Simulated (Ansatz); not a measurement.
# AlAsH2 (singlet): the correlation ladder, cc-pVDZ

One table from this session's results is given with a row withheld; the runs are named, their logs left out.

Method: cc-pVDZ, core rule «outside noble gas», up to 19 orbitals frozen; program: Ansatz 0.2.0, Gaussian basis.

Plan: UHF; CCSD(T) on RHF; BCCD(T) on RHF; CISD; CCSDT(Q) on RHF; CCSDTQ on RHF; CASSCF and MRCISD+Q, 10 electrons in 10 orbitals; CASSCF and NEVPT2, 10 electrons in 10 orbitals.

6 further runs of the same task are left out: 5 for a known fault of the program, 1 set aside as unsound or not needed.

## The geometry

The geometry is a PBE0/def2-TZVP stationary point (not a proven minimum). No spin-orbit coupling is included. The filled d shell of As may be among the frozen orbitals whatever the setting's name suggests; the logs give the count.

4 atoms, charge 0, spin multiplicity 1.

Atoms are counted from 1 here; the program's logs count them from 0.

Bond lengths: Al1–As2 2.217 Å, Al1–H3 1.583 Å, As2–H4 1.572 Å. Angles: As2–Al1–H3 172.3°, Al1–As2–H4 67.2°.

Set-up of the first run:

in.yaml

```yaml
crystal:
  periodic: [false, false, false]
  atoms:
    - {symbol: Al, position_ang: [0.000000, 0.032210, 1.598723]}
    - {symbol: As, position_ang: [0.000000, 0.009906, -0.618461]}
    - {symbol: H, position_ang: [0.000000, -0.164956, 3.169708]}
    - {symbol: H, position_ang: [0.000000, -1.433607, 0.005203]}
basis:
  gaussian: {orbitals: cc-pVDZ}
magnetization: {spin_polarized: true, initial_magnetization: 0}
hamiltonian: {xc: hf}
output: {orbitals: {seedname: orbitals}}
```

On the command line:

```console
ansatz run in.yaml --threads 1 --pin off --events-out ev --progress --plain --max-ram 2560MiB --backend cpu
```

Among the steps run: UHF; CCSD(T) on RHF; BCCD(T) on RHF; CISD; CCSDT(Q) on RHF; CCSDTQ on RHF; CASSCF and MRCISD+Q, 10 electrons in 10 orbitals; CASSCF and NEVPT2, 10 electrons in 10 orbitals.

One table of the session follows, with a row left open; its other results are not shown here.

```
          method  from RCCSDTQ (kJ/mol)
             RHF                 +544.6
            RMP2                  +99.9
            CISD                  +69.3
           RCCSD                  +26.4
        RCCSD(T)                   +4.6
         BCCD(T)                   +4.7
          RCCSDT                      ?
       RCCSDT(Q)                   -0.1
         RCCSDTQ                      0
  CASSCF valence                 +311.8
  NEVPT2 valence                  +77.1
  MRCISD valence                  +20.8
MRCISD+Q valence                   +1.0
```

**Question.** Estimate the row for RCCSDT.

**Answer.** from RCCSDTQ (kJ/mol): +1.7. In the column «from RCCSDTQ (kJ/mol)» it lies between MRCISD+Q valence (+1.0) and RCCSD(T) (+4.6).
